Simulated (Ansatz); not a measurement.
A nudged elastic band was laid between two geometries of a periodic cell of 15 atoms, Al$_{8}$N$_{7}$ (host AlN, host structure P6_3mc, one N atom removed).

All numbers below come from DFT PBE-D3(BJ), scalar-relativistic, plane waves, PAW (Ansatz). Settings: PAW set soft_1, cutoff 420 eV, k mesh 2x2x2, fermi-dirac smearing 0.05 eV, spin collinear.

```json
{"movable images": "3", "climbing image": "yes", "spring": "1.0 eV/Å²", "optimiser": "quadratic models (default)", "start path": "straight line", "force threshold": "0.05 eV/Å", "iteration limit": "80", "end points": "relaxed"}
```

First end point:

```xyz
15
Lattice="-3.1110 -5.3884 0.0000 4.6665 -2.6942 0.0000 0.0000 0.0000 4.9780" Properties=species:S:1:pos:R:3
Al 0.023 -3.624 -0.068
Al 1.576 -4.505 2.496
N 0.035 -3.595 1.840
N 1.599 -4.571 4.407
Al 3.109 -3.577 0.019
Al 0.002 -1.795 2.486
N 3.115 -3.583 1.919
N -0.031 -1.814 4.380
Al 1.455 -0.816 0.028
Al 3.112 -1.792 2.524
N 1.569 -0.867 1.950
N 3.021 -1.751 4.426
Al 1.562 -6.397 0.029
Al -1.488 -4.461 2.567
N 1.593 -6.311 1.960
```

Last end point:

```xyz
15
Lattice="-3.1110 -5.3884 0.0000 4.6665 -2.6942 0.0000 0.0000 0.0000 4.9780" Properties=species:S:1:pos:R:3
Al -0.066 -3.625 0.069
Al 1.551 -4.384 2.510
N -1.589 -4.493 4.320
N 1.520 -4.470 4.441
Al 3.112 -3.601 0.027
Al 0.102 -1.883 2.508
N 3.202 -3.642 1.929
N -0.011 -1.831 4.430
Al 1.556 -0.903 -0.011
Al 3.115 -1.815 2.500
N 1.589 -0.885 1.883
N 3.109 -1.810 4.400
Al 1.537 -6.276 -0.001
Al -1.576 -4.463 2.413
N 1.514 -6.210 1.910
```

(1) What changes between the two ends?

(2) What energy profile does the band end with?

(3) What is the geometry of the highest image?

Answers

(1) Contacts lost: Al2–N3, N3–Al6. Contacts made: N3–Al9, N3–Al13. The atom that moves furthest is N3, by 3.10 Å.

(2) The forces met the threshold. The highest image is number 2 of 0 to 4, 2.77 eV above the ends, which have the same energy within 2 meV. Neighbouring images differ by up to 1.9 eV, so the band resolves the path poorly. By the program's own check the climbing image is a first-order saddle point (lowest curvatures found: -4.00 and 3.16 eV/Å²). Limits of this set-up: coarse k mesh.

| image | path coordinate (Å) | energy (eV) | Al2–N3 (Å) | N3–Al6 (Å) | N3–Al9 (Å) |
| --- | --- | --- | --- | --- | --- |
| 0 | 0.00 | 0.00 | 1.91 | 1.91 | 3.60 |
| 1 | 1.14 | 0.85 | 1.91 | 1.88 | 3.69 |
| 2 | 2.27 | 2.77 | 2.78 | 2.08 | 3.11 |
| 3 | 3.04 | 1.43 | 3.22 | 2.86 | 2.40 |
| 4 | 3.82 | 0.00 | 3.63 | 3.60 | 1.91 |

(3) 
```xyz
15
Lattice="-3.1110 -5.3884 0.0000 4.6665 -2.6942 0.0000 0.0000 0.0000 4.9780" Properties=species:S:1:pos:R:3
Al 0.055 -3.586 -0.041
Al 1.540 -4.550 2.513
N -0.954 -3.731 3.428
N 1.671 -4.447 4.397
Al 3.201 -3.559 0.058
Al -0.143 -1.978 2.657
N 3.079 -3.643 1.936
N 0.121 -1.657 4.503
Al 1.680 -0.931 0.102
Al 3.070 -1.847 2.509
N 1.453 -1.078 1.978
N 3.211 -1.768 4.379
Al 1.685 -6.249 -0.098
Al -1.623 -4.567 2.024
N 1.413 -6.286 1.799
```

Time of the run: 4.3 min on 1 thread of AMD EPYC 7R43 64-Core Processor (Zen 3), on a shared host, peak memory 0.68 GiB.
